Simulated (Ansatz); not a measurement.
# TiSi2: the cost of one run

Computed with Ansatz 0.2.0 (DFT r2SCAN, scalar-relativistic, plane waves, PAW, unless a step's input says otherwise).

## (1) The starting structure

It takes space group Fddd (No. 70, orthorhombic). The conventional cell has a = 4.773 Å, b = 8.236 Å, c = 8.523 Å, α = 90.00°, β = 90.00°, γ = 90.00°. Ti (site symmetry 222) has 10 Si at 2.54 to 2.75 Å as nearest neighbours. Si (site symmetry 2) has 5 Ti at 2.54 to 2.75 Å and 5 Si at 2.54 to 2.75 Å as nearest neighbours.

As a file:

```
CELL_PARAMETERS angstrom
0.00000 4.11800 4.26150
2.38650 0.00000 4.26150
2.38650 4.11800 0.00000
ATOMIC_POSITIONS crystal
Ti 0.75000 0.75000 0.75000
Ti 0.50000 0.50000 0.50000
Si 0.08300 0.41700 0.08300
Si 0.41700 0.08300 0.41700
Si 0.16700 0.83300 0.16700
Si 0.83300 0.16700 0.83300
```

The structure rests on an entry of the Crystallography Open Database; cell or positions may have been set otherwise for this series.

## (2) Relaxing cell and atoms: TiSi2, no spin

The input, input.yaml:

```yaml
crystal:
  lattice:
    - [0.0, 4.118, 4.2615]
    - [2.3865, 0.0, 4.2615]
    - [2.3865, 4.118, 0.0]
  atoms:
    - { symbol: Ti, position: [0.75, 0.75, 0.75] }
    - { symbol: Ti, position: [0.5, 0.5, 0.5] }
    - { symbol: Si, position: [0.083, 0.417, 0.083] }
    - { symbol: Si, position: [0.417, 0.083, 0.417] }
    - { symbol: Si, position: [0.167, 0.833, 0.167] }
    - { symbol: Si, position: [0.833, 0.167, 0.833] }
scf:
  occupations: { method: methfessel_paxton, width: 0.1 }
output:
  forces: true
  stress: true
  eigenvalues: true
  write_density: true
  write_potential: true
  elf: true
  volumetric_format: npy
kpoints:
  mp_grid: { grid: [12, 12, 12] }
hamiltonian:
  xc: r2scan
relax:
  f_tol: 0.01
  adjacent_minimum: "off"
  cell: { stress_tol: 0.05 }
```

Started as:

```sh
$ ansatz run input.yaml --threads 8 --pin off --max-ram 34816MiB --backend cpu --events-out ev --progress --plain --runs-dir out
```

**Question.** How long does this run take on 8 threads of Arm Neoverse V2, shared host, and how much memory does it need?

About 65 s, with a peak of 1.2 GiB.
